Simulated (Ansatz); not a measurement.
# AlAsH (doublet): the correlation ladder, cc-pVDZ

The task here is to estimate one member of a computed series from the others.

Computed with Ansatz 0.2.0, Gaussian basis. Level: cc-pVDZ, core rule «outside noble gas», up to 19 orbitals frozen.

To be run: UHF; CCSD(T) on ROHF; CCSD(T) on UHF; BCCD(T) on ROHF; CISD; CCSDT(Q) on ROHF; CCSDT(Q) on UHF.

32 further runs of the same task are left out: 15 for a known fault of the program, 6 that didn't finish, 11 set aside as unsound or not needed.

## The system

The geometry is a PBE0/def2-TZVP stationary point (not a proven minimum) of the parent state, kept for this charge and spin. No spin-orbit coupling is included. The filled d shell of As may be among the frozen orbitals whatever the setting's name suggests; the logs give the count.

3 atoms, charge 0, spin multiplicity 2.

Atoms are counted from 1 here; the program's logs count them from 0.

Bond lengths: Al1–As2 2.494 Å, Al1–H3 1.616 Å. Angles: As2–Al1–H3 114.3°.

Set-up of the first run:

in.yaml

```yaml
crystal:
  periodic: [false, false, false]
  atoms:
    - {symbol: Al, position_ang: [0.000000, -0.117481, 1.805728]}
    - {symbol: As, position_ang: [0.000000, 0.024611, -0.684636]}
    - {symbol: H, position_ang: [0.000000, 1.315495, 2.552431]}
basis:
  gaussian: {orbitals: cc-pVDZ}
magnetization: {spin_polarized: true, initial_magnetization: 1}
hamiltonian: {xc: hf}
output: {orbitals: {seedname: orbitals}}
```

Launch:

```
$ ansatz run in.yaml --threads 1 --pin off --events-out ev --progress --plain --max-ram 2393MiB
```

Steps of the session up to this table: UHF; CCSD(T) on ROHF; CCSD(T) on UHF; BCCD(T) on ROHF; CISD; CCSDT(Q) on ROHF; CCSDT(Q) on UHF.

One table of the session follows, with a row left open; its other results are not shown here.

It belongs to the step «Misses and costs». 

| method | from RCCSDT(Q) (meV) |
| --- | --- |
| ROHF | +5370.3 |
| UHF | +4095.7 |
| RMP2 | +1366.5 |
| UMP2 | +1085.6 |
| CISD | +875.1 |
| RCCSD | ? |
| UCCSD | +221.5 |
| RCCSD(T) | +74.6 |
| UCCSD(T) | +96.6 |
| BCCD(T) | +95.1 |
| RCCSDT | +31.4 |
| UCCSDT | +23.4 |
| RCCSDT(Q) | 0 |
| UCCSDT(Q) | +3.6 |

Estimate the missing values for RCCSD.

As computed: from RCCSDT(Q) (meV): +326.5. In the column «from RCCSDT(Q) (meV)» it lies between UCCSD (+221.5) and CISD (+875.1).

To keep in mind: The determinant is far from a pure spin state, so its energy mixes those of several spin states (harmless only where they are near-degenerate, as at dissociation). Restricted and unrestricted rows rest on different reference determinants; where their highest levels disagree by more than a few hundredths of an eV, they describe different states and don't form one ladder.
